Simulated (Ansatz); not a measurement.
**SiGeH2 (quintet): from Hartree-Fock to the top rungs, cc-pVDZ**

An exercise on one series of results from a longer session: the logs are not shown, and one member is left open.

Computed with Ansatz 0.2.0, Gaussian basis. Level: cc-pVDZ, core rule «outside noble gas», up to 19 orbitals frozen.

The runs, in order: UHF; CCSD(T) on ROHF; CCSD(T) on UHF; BCCD(T) on ROHF; CISD; CCSDT(Q) on ROHF; CCSDT(Q) on UHF; CASSCF and MRCISD+Q, 10 electrons in 10 orbitals; CASSCF and NEVPT2, 10 electrons in 10 orbitals.

23 further runs of the same task are left out: 7 that didn't finish, 16 set aside as unsound or not needed.

## The system

The geometry is a PBE0/def2-TZVP stationary point (not a proven minimum) of the parent state, kept for this charge and spin. No spin-orbit coupling is included. The filled d shell of Ge may be among the frozen orbitals whatever the setting's name suggests; the logs give the count.

4 atoms, charge 0, spin multiplicity 5.

Atoms are counted from 1 here; the program's logs count them from 0.

Bond lengths: Si1–Ge2 2.328 Å, Ge2–H3 1.551 Å, Ge2–H4 1.551 Å. Angles: Si1–Ge2–H3 127.4°, Si1–Ge2–H4 127.4°, H3–Ge2–H4 105.3°.

Geometry (Å):

```xyz
4
GeH2Si
Si    0.00000    0.00000    1.71038
Ge    0.00000    0.00000   -0.61803
H     0.00000    1.23300   -1.55913
H     0.00000   -1.23300   -1.55913
```

Set-up of the first run:

in.yaml

```yaml
crystal:
  periodic: [false, false, false]
  atoms:
    - {symbol: Si, position_ang: [0.000000, 0.000000, 1.710377]}
    - {symbol: Ge, position_ang: [0.000000, 0.000000, -0.618031]}
    - {symbol: H, position_ang: [0.000000, 1.233005, -1.559134]}
    - {symbol: H, position_ang: [0.000000, -1.233005, -1.559134]}
basis:
  gaussian: {orbitals: cc-pVDZ}
magnetization: {spin_polarized: true, initial_magnetization: 4}
hamiltonian: {xc: hf}
output: {orbitals: {seedname: orbitals}}
```

Started as:

```bash
ansatz run in.yaml --threads 1 --pin off --events-out ev --progress --plain --max-ram 2393MiB
```

Among the steps run: UHF; CCSD(T) on ROHF; CCSD(T) on UHF; BCCD(T) on ROHF; CISD; CCSDT(Q) on ROHF; CCSDT(Q) on UHF; CASSCF and MRCISD+Q, 10 electrons in 10 orbitals; CASSCF and NEVPT2, 10 electrons in 10 orbitals.

One of the session's tables, all rows but one given; the rest of the session is left out.

| method | from UCCSDT(Q) (meV) |
| --- | --- |
| ROHF | +4605.1 |
| UHF | +4486.9 |
| RMP2 | +1104.3 |
| UMP2 | +1116.6 |
| CISD | +432.6 |
| RCCSD | ? |
| UCCSD | +167.2 |
| RCCSD(T) | +45.5 |
| UCCSD(T) | +39.8 |
| BCCD(T) | +45.4 |
| RCCSDT | +12.8 |
| UCCSDT | +6.5 |
| RCCSDT(Q) | +6.3 |
| UCCSDT(Q) | 0 |
| CASSCF valence | +3266.2 |
| NEVPT2 valence | +901.1 |
| MRCISD valence | +264.5 |
| MRCISD+Q valence | +42.9 |

**Question.** Estimate the row for RCCSD.

The run gave: from UCCSDT(Q) (meV): +174.8. In the column «from UCCSDT(Q) (meV)» it lies between UCCSD (+167.2) and MRCISD valence (+264.5).

Among the levels timed on like hardware and quicker than the yardstick, those that no quicker one beats, quickest first: RCCSD(T) (2.6 s, +45.5 meV); UCCSD(T) (2.8 s, +39.8 meV).

Limits of these values: Of the multireference levels listed MRCISD+Q valence comes nearest in total energy (+42.9 meV), which doesn't show that its space is the better one. Restricted and unrestricted rows rest on different reference determinants; where their highest levels disagree by more than a few hundredths of an eV, they describe different states and don't form one ladder.
